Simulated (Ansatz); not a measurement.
# ScAl4: the cost of one run

Computed with Ansatz 0.2.0 (DFT PBE, scalar-relativistic, plane waves, PAW, unless a step's input says otherwise).

### 1 The starting structure

Symmetry: C2/m, No. 12, monoclinic system. The conventional cell has a = 3.135 Å, b = 4.505 Å, c = 11.467 Å, α = 90.00°, β = 92.07°, γ = 90.00°. Sc (site symmetry 2/m) has 4 Al at 2.65 to 2.91 Å and 4 Sc at 2.74 Å as nearest neighbours. Al (site symmetry m) has 2 Sc at 2.65 to 2.91 Å and 6 Al at 2.65 to 2.91 Å as nearest neighbours. Al (site symmetry m) has 8 Al at 2.65 to 2.91 Å as nearest neighbours.

Coordinates:

```
Sc Al
1.0
     1.56765   -2.25261    0.00000
     1.56765    2.25261    0.00000
    -0.41470    0.00000   11.45973
Sc Al
1 4
Direct
  0.50000 0.50000 0.00000
  0.10000 0.10000 0.20000
  0.70000 0.70000 0.40000
  0.30000 0.30000 0.60000
  0.90000 0.90000 0.80000
```

The start is an ordering of an alloy on its end members' structure types: elements ordered on the sites of the Cs type, Al/Sc on Cs (C2/m, No. 12).

### 2 A first look at the guess

input.yaml

```yaml
crystal:
  lattice:
    - [1.567646, -2.25261023, 0.0]
    - [1.567646, 2.25261023, 0.0]
    - [-0.41469796, 0.0, 11.45973348]
  atoms:
    - { symbol: Sc, position: [0.5, 0.5, 0.0] }
    - { symbol: Al, position: [0.1, 0.1, 0.2] }
    - { symbol: Al, position: [0.7, 0.7, 0.4] }
    - { symbol: Al, position: [0.3, 0.3, 0.6] }
    - { symbol: Al, position: [0.9, 0.9, 0.8] }
basis:
  ecutwfc: 420
kpoints:
  mp_grid: { grid: [6, 6, 2] }
hamiltonian:
  xc: pbe
scf:
  occupations: { method: gaussian, width: 0.1 }
  lower_state_search: "off"
output:
  forces: true
  stress: true
  eigenvalues: true
```

Run with:

```sh
ansatz run input.yaml --threads 1 --pin off --max-ram 2560MiB --backend cpu --events-out ev --progress --plain --runs-dir out
```

What time and memory should one allow on 1 thread of Arm Neoverse V2, shared host?

About 2.1 s, with a peak of 0.29 GiB.
